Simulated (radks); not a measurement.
**Gd⁺ in [Xe] 4f7 5d1 6s1: an all-electron calculation**

One table from this session's results is given with a row withheld; the runs are named, their logs left out.

Method: scalar-relativistic Kohn-Sham, PBEsol, spin-unpolarised, spherical densities, finite nucleus. Code: radks (a radial shooting solver on a logarithmic mesh, Libxc functionals) version 1.

**What is computed**

| Quantity | Value |
| --- | --- |
| element | gadolinium (Z = 64) |
| charge | +1 |
| electrons | 63 |
| configuration | [Xe] 4f7 5d1 6s1 |
| nuclear rms radius | 5.1569 fm |

The outer shells:

Gd⁺
```
[Xe] core
4f [↑ ][↑ ][↑ ][↑ ][↑ ][↑ ][↑ ]
5d [↑ ][  ][  ][  ][  ]
6s [↑ ]
```

Set-up of the first run:

Settings of this run:

```text
Z 64
configuration [Xe] 4f7 5d1 6s1 6p0 7s0
relativity scalar-relativistic
functional pbe_sol,pbe_sol
spin unpolarised
nucleus finite rms 5.1569 fm
c 137.035999084
```

Run with:

```console
$ python run_ks.py task.json out
```

The same process makes all the runs of this session.

One of the session's tables, all rows but one given; the rest of the session is left out.

It belongs to the step «Orbitals and density». From the orbitals of this run (lengths in bohr):

```
level      <r>  outermost maximum (interpolated)  90 % within  nodes
   1s  0.02191                            0.0139       0.0396      0
   2s  0.09331                            0.0790        0.144      1
   2p  0.08238                            0.0640        0.134      0
   3s   0.2445                             0.224        0.358      2
   3p        ?                                 ?            ?      ?
   3d   0.2212                             0.180        0.345      0
   4s   0.5530                             0.516        0.794      3
   4p   0.5853                             0.538        0.851      2
   4d   0.6361                             0.559        0.956      1
   5s    1.332                              1.20         1.92      4
   5p    1.558                              1.35         2.28      3
   4f   0.8643                             0.567         1.48      0
   6s    3.645                              3.21         5.28      5
   5d    2.553                              1.92         4.04      2
   6p    4.653                              4.06         6.78      4
```

Estimate the missing values for 3p.

**Answer.** <r>: 0.2431; outermost maximum (interpolated): 0.220; 90 % within: 0.364; nodes: 1. In the column «<r>» it lies between 3d (0.2212) and 3s (0.2445).

Limits of these values: Spin polarisation and multiplet splitting are left out.
